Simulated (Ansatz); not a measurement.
**C2H8OSi (SMILES CC[SiH2]O) at CCSD/cc-pVDZ**

Aim: the electronic atomisation energy of C2H8OSi at CCSD/cc-pVDZ, from 5 runs. 

The calculation is run with Ansatz 0.2.0.

73 further runs of the same task are left out: 73 set aside as unsound or not needed.

**1. The structure to begin with**

C2H8OSi: 12 atoms, total charge 0, spin state singlet. SMILES: `CC[SiH2]O`. The shape is that of a PBE0-D4/def2-TZVP optimisation. This is one conformer, not always the lowest.

Bond lengths: C1–C2 1.526 Å, C2–Si3 1.868 Å, Si3–O4 1.653 Å, C1–H5 1.094 Å, C1–H6 1.093 Å, C1–H7 1.093 Å, C2–H8 1.096 Å, C2–H9 1.097 Å, Si3–H10 1.494 Å, Si3–H11 1.484 Å, O4–H12 0.957 Å. Some angles: C1–C2–Si3 113.6°, C2–Si3–O4 112.4°, C1–C2–H8 110.5°, C1–C2–H9 110.5°, Si3–C2–H8 108.4°, Si3–C2–H9 107.5°, C2–C1–H5 111.5°, C2–C1–H6 111.3°, C2–C1–H7 111.8°, C2–Si3–H10 108.7°.

**2. A single-point energy at CCSD/cc-pVDZ**

Contents of job.yaml:

```yaml
crystal:
  periodic: [false, false, false]
  atoms:
    - {symbol: C, position_ang: [-1.462000, -0.315100, -0.130400]}
    - {symbol: C, position_ang: [-0.193100, -0.595200, 0.670600]}
    - {symbol: Si, position_ang: [1.348100, 0.138200, -0.088600]}
    - {symbol: O, position_ang: [1.258000, 1.782700, -0.229600]}
    - {symbol: H, position_ang: [-1.384700, -0.701300, -1.150800]}
    - {symbol: H, position_ang: [-1.659100, 0.758300, -0.198700]}
    - {symbol: H, position_ang: [-2.341400, -0.775300, 0.326800]}
    - {symbol: H, position_ang: [-0.292100, -0.210900, 1.691700]}
    - {symbol: H, position_ang: [-0.031100, -1.675800, 0.767200]}
    - {symbol: H, position_ang: [1.555800, -0.473500, -1.435500]}
    - {symbol: H, position_ang: [2.530600, -0.124900, 0.769100]}
    - {symbol: H, position_ang: [0.748100, 2.137600, -0.957900]}
basis:
  gaussian:
    orbitals: cc-pVDZ
magnetization:
  spin_polarized: false
correlation:
  method: ccsd
  frozen_orbitals: {C: 1, H: 0, O: 1, Si: 5}
accuracy: high
scf:
  omitted_lower_state_checks: [cluster_reference, increment]
```

On the command line:

```sh
$ ansatz run job.yaml --threads 1 --pin off --max-ram 3480MiB --events-out events.jsonl --progress --plain --runs-dir runs
```

Log:

```text
Warning: RAYON_NUM_THREADS=1 ignored (pool sized by the plan → 1); use --threads N
Functional definition: HF
  name "HF"
  exchange = exact_x
  correlation = 0
these checks for a lower state are left out or cut short: cluster_reference, increment
2427 factors; integrals over basis functions are off by at most 3.9e-9 eV
mean field evaluation 1: about -12084.8639 eV, gradient 3.8e1 eV
mean field evaluation 2: about -12084.9663 eV, gradient 3.8e1 eV
mean field evaluation 4: about -12088.2467 eV, gradient 3.5e0 eV
mean field evaluation 8: about -12088.2885 eV, gradient 1.4e-4 eV
mean field -12088.28846223 eV, -444.2364072509 hartree, gradient 4.0e-8 eV, S^2 0.000000; 0 other end points of the search recorded, 0 dependent functions left out
8 core orbitals not correlated: weight in the atoms' cores, before any rotation towards them, 1.000 or more for the frozen orbitals, at most 0.000 for the correlated occupied ones
reference -12088.28846223 eV, -444.2364072509 hartree; 13, 13 occupied and 79, 79 virtual orbitals, 2427 factors
second order -15.84978891 eV of doubles, -0.00000000 eV of singles
cycle   1  -16.77343349 eV  change   -9.2e-1 eV  update   8.5e-2
cycle   2  -17.21295946 eV  change   -4.4e-1 eV  update   2.5e-2
cycle   3  -17.29559129 eV  change   -8.3e-2 eV  update   1.1e-2
cycle   4  -17.29454823 eV  change    1.0e-3 eV  update   2.4e-3
cycle   5  -17.29472772 eV  change   -1.8e-4 eV  update   8.5e-4
cycle   6  -17.29482721 eV  change   -9.9e-5 eV  update   2.4e-4
cycle   7  -17.29474306 eV  change    8.4e-5 eV  update   8.9e-5
cycle   8  -17.29472463 eV  change    1.8e-5 eV  update   3.0e-5
cycle   9  -17.29472606 eV  change   -1.4e-6 eV  update   1.1e-5
cycle  10  -17.29472200 eV  change    4.1e-6 eV  update   3.8e-6
cycle  11  -17.29472203 eV  change   -2.8e-8 eV  update   1.5e-6
cycle  12  -17.29472368 eV  change   -1.7e-6 eV  update   5.0e-7
cycle  13  -17.29472409 eV  change   -4.0e-7 eV  update   2.0e-7
cycle  14  -17.29472431 eV  change   -2.2e-7 eV  update   8.2e-8
cycle  15  -17.29472432 eV  change   -1.8e-8 eV  update   4.0e-8
cycle  16  -17.29472433 eV  change   -1.4e-9 eV  update   2.6e-8
cycle  17  -17.29472453 eV  change   -2.0e-7 eV  update   1.2e-7
cycle  18  -17.29472452 eV  change    1.0e-8 eV  update   2.4e-8
cycle  19  -17.29472452 eV  change  -1.1e-10 eV  update   6.1e-9
cycle  20  -17.29472452 eV  change    1.1e-9 eV  update   1.9e-9
Total energy: -12105.58318675 eV, -444.8719766541 hartree
Checks for a lower state left out: cluster_reference, increment
```

Wall time 11 s (1 thread of AMD EPYC 9R45 (Zen 5), shared host); peak memory 0.77 GiB.

**3. The C atom at the same level**

Contents of input.yaml:

```yaml
crystal:
  periodic: [false, false, false]
  atoms:
    - {symbol: C, position_ang: [0.000000, 0.000000, 0.000000]}
basis:
  gaussian:
    orbitals: cc-pVDZ
magnetization:
  spin_polarized: true
  initial_magnetization: 2
correlation:
  method: ccsd
  frozen_orbitals: {C: 1}
accuracy: high
scf:
  omitted_lower_state_checks: [cluster_reference, increment]
```

Run the same way, it converges to -37.75945 Eh (log not shown).

**4. The H atom: the energy at UHF/cc-pVDZ**

Contents of molecule.yaml:

```yaml
basis:
  gaussian: {orbitals: cc-pVDZ}
crystal:
  periodic: [false, false, false]
  atoms:
    - {symbol: H, position_ang: [0.000000, 0.000000, 0.000000]}
magnetization: {spin_polarized: true, initial_magnetization: 1}
hamiltonian: {xc: hf}
accuracy: high
```

Run the same way, it converges to -0.49928 Eh (log not shown).

**5. The O atom, same level**

Contents of run.yaml:

```yaml
basis:
  gaussian:
    orbitals: cc-pVDZ
crystal:
  periodic: [false, false, false]
  atoms:
    - {symbol: O, position_ang: [0.000000, 0.000000, 0.000000]}
magnetization:
  spin_polarized: true
  initial_magnetization: 2
correlation:
  method: ccsd
  frozen_orbitals: {O: 1}
accuracy: high
scf:
  omitted_lower_state_checks: [cluster_reference, increment]
```

On the command line:

```sh
$ ansatz run run.yaml --threads 1 --pin off --max-ram 3480MiB --events-out events.jsonl --progress --plain --runs-dir runs
```

Log:

```text
Warning: RAYON_NUM_THREADS=1 ignored (pool sized by the plan → 1); use --threads N
[... 4 set-up lines as earlier in the session ...]
these checks for a lower state are left out or cut short: cluster_reference, increment
96 factors; integrals over basis functions are off by at most 1.3e-9 eV
mean field evaluation 1: about -2034.9853 eV, gradient 7.1e0 eV
mean field evaluation 2: about -2034.9858 eV, gradient 7.1e0 eV
mean field evaluation 4: about -2035.1955 eV, gradient 6.2e-1 eV
mean field evaluation 8: about -2035.1985 eV, gradient 5.1e-4 eV
mean field evaluation 16: about -2035.1985 eV, gradient 5.5e-3 eV
mean field evaluation 32: about -2035.1985 eV, gradient 5.7e-9 eV
mean field -2035.19851879 eV, -74.7921660583 hartree, gradient 5.7e-9 eV, S^2 2.004367; 3 other end points of the search recorded, 0 dependent functions left out
1 core orbitals not correlated: weight in the atoms' cores, before any rotation towards them, 1.000 or more for the frozen orbitals, at most 0.000 for the correlated occupied ones
reference -2035.19851879 eV, -74.7921660583 hartree; 4, 2 occupied and 9, 11 virtual orbitals, 96 factors
second order -2.77462262 eV of doubles, -0.00000000 eV of singles
cycle   1  -3.10602905 eV  change   -3.3e-1 eV  update   2.3e-2
cycle   2  -3.18036466 eV  change   -7.4e-2 eV  update   6.9e-3
cycle   3  -3.18447684 eV  change   -4.1e-3 eV  update   1.9e-3
cycle   4  -3.18464005 eV  change   -1.6e-4 eV  update   5.9e-4
cycle   5  -3.18465552 eV  change   -1.5e-5 eV  update   8.6e-5
cycle   6  -3.18467627 eV  change   -2.1e-5 eV  update   9.7e-6
cycle   7  -3.18467219 eV  change    4.1e-6 eV  update   1.4e-6
cycle   8  -3.18467276 eV  change   -5.8e-7 eV  update   2.8e-7
cycle   9  -3.18467269 eV  change    7.7e-8 eV  update   5.6e-8
cycle  10  -3.18467264 eV  change    4.9e-8 eV  update   1.2e-8
cycle  11  -3.18467267 eV  change   -3.3e-8 eV  update   7.5e-9
cycle  12  -3.18467266 eV  change    5.5e-9 eV  update   9.8e-9
cycle  13  -3.18467266 eV  change    5.3e-9 eV  update   2.2e-9
cycle  14  -3.18467266 eV  change   7.4e-10 eV  update  3.5e-10
cycle  15  -3.18467266 eV  change  -8.3e-12 eV  update  7.8e-11
Total energy: -2038.38319144 eV, -74.9092006198 hartree
Checks for a lower state left out: cluster_reference, increment
```

It took 0.14 s on 1 thread of AMD EPYC 9R45 (Zen 5), shared host.

**6. The Si atom at the same level**

Contents of job.yaml:

```yaml
basis:
  gaussian:
    orbitals: cc-pVDZ
crystal:
  periodic: [false, false, false]
  atoms:
    - symbol: Si
      position_ang: [0.000000, 0.000000, 0.000000]
correlation:
  method: ccsd
  frozen_orbitals: {Si: 5}
accuracy: high
scf:
  omitted_lower_state_checks: [cluster_reference, increment]
magnetization:
  spin_polarized: true
  initial_magnetization: 2
```

On the command line:

```sh
$ ansatz run job.yaml --threads 1 --pin off --max-ram 3480MiB --events-out events.jsonl --progress --plain --runs-dir runs
```

Log:

```text
Warning: RAYON_NUM_THREADS=1 ignored (pool sized by the plan → 1); use --threads N
[... 4 set-up lines as earlier in the session ...]
these checks for a lower state are left out or cut short: cluster_reference, increment
144 factors; integrals over basis functions are off by at most 3.2e-9 eV
mean field evaluation 1: about -7859.8102 eV, gradient 3.7e0 eV
mean field evaluation 2: about -7859.8164 eV, gradient 3.7e0 eV
mean field evaluation 4: about -7860.0119 eV, gradient 1.3e-1 eV
mean field evaluation 8: about -7860.0110 eV, gradient 2.5e-8 eV
mean field evaluation 16: about -7860.0099 eV, gradient 3.5e-1 eV
mean field evaluation 32: about -7860.0110 eV, gradient 3.7e-4 eV
mean field -7860.01100063 eV, -288.8500765663 hartree, gradient 2.4e-8 eV, S^2 2.010950; 3 other end points of the search recorded, 0 dependent functions left out
5 core orbitals not correlated: weight in the atoms' cores, before any rotation towards them, 1.000 or more for the frozen orbitals, at most 0.000 for the correlated occupied ones
reference -7860.01100063 eV, -288.8500765663 hartree; 3, 1 occupied and 10, 12 virtual orbitals, 144 factors
second order -1.22279291 eV of doubles, -0.00000000 eV of singles
cycle   1  -1.57513856 eV  change   -3.5e-1 eV  update   5.6e-2
cycle   2  -1.73208993 eV  change   -1.6e-1 eV  update   2.1e-2
cycle   3  -1.73948225 eV  change   -7.4e-3 eV  update   5.2e-3
cycle   4  -1.74285066 eV  change   -3.4e-3 eV  update   9.6e-4
cycle   5  -1.74156477 eV  change    1.3e-3 eV  update   1.7e-4
cycle   6  -1.74202665 eV  change   -4.6e-4 eV  update   4.7e-5
cycle   7  -1.74192734 eV  change    9.9e-5 eV  update   1.1e-5
cycle   8  -1.74194192 eV  change   -1.5e-5 eV  update   1.7e-6
cycle   9  -1.74193973 eV  change    2.2e-6 eV  update   2.6e-7
cycle  10  -1.74194026 eV  change   -5.2e-7 eV  update   7.4e-8
cycle  11  -1.74194023 eV  change    2.9e-8 eV  update   1.7e-8
cycle  12  -1.74194029 eV  change   -6.0e-8 eV  update   2.3e-8
cycle  13  -1.74194031 eV  change   -2.7e-8 eV  update   9.3e-9
cycle  14  -1.74194031 eV  change  -1.4e-10 eV  update   1.9e-9
cycle  15  -1.74194031 eV  change  -5.8e-10 eV  update  6.5e-10
cycle  16  -1.74194031 eV  change   3.0e-10 eV  update  1.4e-10
Total energy: -7861.75294094 eV, -288.9140916921 hartree
Checks for a lower state left out: cluster_reference, increment
```

It took 0.14 s on 1 thread of AMD EPYC 9R45 (Zen 5), shared host.

**7. Outcome**

At CCSD/cc-pVDZ, 8 core orbitals frozen:

| quantity | value |
| --- | --- |
| molecule: total energy | -444.87198 Eh |
| molecule: correlation energy (8 core orbitals frozen) | -635.6 mEh |
| molecule: T1 diagnostic | 0.009 |
| C atom: total energy | -37.75945 Eh |
| C atom: correlation energy (1 core orbital frozen) | -72.9 mEh |
| C atom: ⟨S²⟩ of the reference determinant | 2.006 |
| C atom: T1 diagnostic | 0.007 |
| H atom: total energy | -0.49928 Eh |
| H atom: ⟨S²⟩ | 0.750 |
| O atom: total energy | -74.90920 Eh |
| O atom: correlation energy (1 core orbital frozen) | -117.0 mEh |
| O atom: ⟨S²⟩ of the reference determinant | 2.004 |
| O atom: T1 diagnostic | 0.003 |
| Si atom: total energy | -288.91409 Eh |
| Si atom: correlation energy (5 core orbitals frozen) | -64.0 mEh |
| Si atom: ⟨S²⟩ of the reference determinant | 2.011 |
| Si atom: T1 diagnostic | 0.010 |
| electronic atomisation energy | 41.785 eV |

In words: Taking the molecule apart into free atoms costs 41.78 eV (4032 kJ/mol), before zero-point energy and without spin-orbit coupling.
